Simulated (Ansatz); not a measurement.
# Ti: the cost of one run

Program: Ansatz 0.2.0. Level of theory: DFT PBEsol, scalar-relativistic, plane waves, PAW. These are calculated values, not measurements.

## 1. The structure to begin with

Symmetry: Cmmm, No. 65, orthorhombic system. Conventional cell: a = 3.282 Å, b = 4.641 Å, c = 26.283 Å, α = 90.00°, β = 90.00°, γ = 90.00°. Ti (site symmetry mm2) is surrounded by 6 Ti at 2.84 Å. Ti (site symmetry mm2) has 8 Ti at 2.84 Å as nearest neighbours. Around Ti (site symmetry mmm) lie 8 Ti at 2.84 Å.

Structure file:

```cif
data_structure
_symmetry_space_group_name_H-M 'Cmmm'
_symmetry_Int_Tables_number 65
_cell_length_a 3.2820
_cell_length_b 4.6414
_cell_length_c 26.2829
_cell_angle_alpha 90.000
_cell_angle_beta 90.000
_cell_angle_gamma 90.000
_cell_volume 400.37
loop_
_atom_site_label
_atom_site_type_symbol
_atom_site_symmetry_multiplicity
_atom_site_Wyckoff_symbol
_atom_site_fract_x
_atom_site_fract_y
_atom_site_fract_z
_atom_site_occupancy
Ti1 Ti 4 l 0.50000 0.00000 0.32340 1
Ti2 Ti 4 k 0.00000 0.00000 0.41170 1
Ti3 Ti 2 c 0.50000 0.00000 0.50000 1
```

Slab cut from the bulk at the bulk's listed lattice constants, lower half held.

## 2. Relaxing the atoms

The input, input.yaml:

```yaml
crystal:
  lattice:
    - [2.84229538, 0.0, 0.0]
    - [-0.94743179, 2.67974178, 0.0]
    - [0.0, 0.0, 26.282897943]
  atoms:
    - { symbol: Ti, position: [0.5, 0.5, 0.3234042159] }
    - { symbol: Ti, position: [0.0, 0.0, 0.4117021079] }
    - { symbol: Ti, position: [0.5, 0.5, 0.5] }
    - { symbol: Ti, position: [0.0, 0.0, 0.5882978921] }
    - { symbol: Ti, position: [0.5, 0.5, 0.6765957841] }
basis:
  ecutwfc: 420.0
  fft_grid_basis: typed
kpoints:
  mp_grid: { grid: [10, 10, 1] }
hamiltonian:
  xc: pbesol
scf:
  occupations: { method: gaussian, width: 0.1 }
output:
  forces: true
  eigenvalues: true
efield:
  axis: 3
  dipole_correction: true
  ramp_width: 0.04
relax:
  adjacent_minimum: "off"
  f_tol: 0.04
  max_steps: 40
  constraints: [{ sites: [0, 1] }]
```

On the command line:

```
$ ansatz run input.yaml --threads 1 --pin off --max-ram 2211MiB --backend cpu --events-out ev --progress --plain --runs-dir out
```

What time and memory should one allow on 1 thread of Intel Xeon 6975P-C (Granite Rapids), shared host?

About 52 s, with a peak of 0.55 GiB.
